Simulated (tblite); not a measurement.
# C5H8BFSi: the cost of one run

The runs use tblite 0.8.0 and PySCF 2.14.0, with density-fitted response routines of our own; the level of theory stands in each step. All values are computed, except where a source is named. Atoms count from 0, in the outputs and in this text.

### 1 The molecule as given

16 atoms, charge 0, multiplicity 1; geometry from: force field or distance geometry start.

Bonds of the start (Å): B0–C1 1.53, C1–C2 1.19, C2–C3 1.48, C3–Si4 1.85, C3–C5 1.51, C5–C6 1.50, C6–F7 1.39, C6–C3 1.52, B0–H8 1.18, B0–H9 1.20, Si4–H10 1.47, Si4–H11 1.48, Si4–H12 1.47, C5–H13 1.10, C5–H14 1.10, C6–H15 1.10.

### 2 Relaxing the molecule with GFN2-xTB

The job: settings as JSON, then the geometry in Å.

```
{"job": {"kind": "relax", "xc": "GFN2-xTB", "basis": "xTB"}, "charge": 0, "multiplicity": 1}
B      3.491500     0.879400     0.597100
C      2.012600     0.517400     0.420700
C      0.867200     0.214300     0.281300
C     -0.549600    -0.142400     0.061200
Si    -1.771900     1.226200     0.267700
C     -0.876100    -1.324500    -0.818100
C     -1.017700    -1.452300     0.670600
F     -0.037700    -2.112300     1.400600
H      4.296600     0.036900     0.422900
H      3.768600     2.033000     0.439500
H     -2.302500     1.639400    -1.041100
H     -2.911200     0.741200     1.080600
H     -1.129700     2.354700     0.958900
H     -1.832100    -1.292600    -1.362300
H      0.006500    -1.815000    -1.245000
H     -2.022000    -1.494500     1.121600
```

Command:

```console
> OMP_NUM_THREADS=1 python probes_run.py task.json out
```

One launch serves the whole session: the jobs run in the order shown.

**Question.** How long does this first job take on 1 thread of Arm Neoverse N1, shared host?

About 1.2 s.
